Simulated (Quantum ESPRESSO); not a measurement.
Crystal: MnO2.

```
Mn O
1.0
     4.39600    0.00000    0.00000
     0.00000    4.39600    0.00000
     0.00000    0.00000    2.87100
Mn O
2 4
Cartesian
  0.0000 0.0000 0.0000
  2.1980 2.1980 1.4355
  1.3276 1.3276 0.0000
  0.8704 3.5256 1.4355
  3.0684 3.0684 0.0000
  3.5256 0.8704 1.4355
```

Base run:

* Program: Quantum ESPRESSO 7.5
* Functional: PBE
* Potentials or basis: PseudoDojo 0.4.1 SR LDA standard
* Cutoff: 1306 eV
* Density cutoff: 5225 eV
* k mesh: 4 × 4 × 7
* Occupations: gaussian, width 0.05 eV
* Spin: collinear spin, ferromagnetic start
* Starting moments: [3.0, 3.0, 0.0, 0.0, 0.0, 0.0] μB
* Hubbard terms: Mn d U = 4 eV

Its results: band gap on the k mesh none (metal or under the smearing width); pressure 9.8 GPa; net moment 6.03 μB per cell; site moments Mn +2.72; O -0.07 μB; largest force 0.467 eV/Å.

Problem. The run is repeated on the same cell with these changes: functional from PBE to LDA. What comes out?

Solution. Band gap on the k mesh none (metal or under the smearing width); pressure -6.6 GPa; net moment 6.02 μB per cell; site moments Mn +2.64; O -0.04 μB; largest force 0.558 eV/Å.

LDA binds more tightly than PBE, so the same cell stands under less pressure.

Caveats: only a ferromagnetic start was run, and an antiferromagnetic order may lie lower in energy; the potentials were made for another functional, which shifts forces and pressure (some runs).
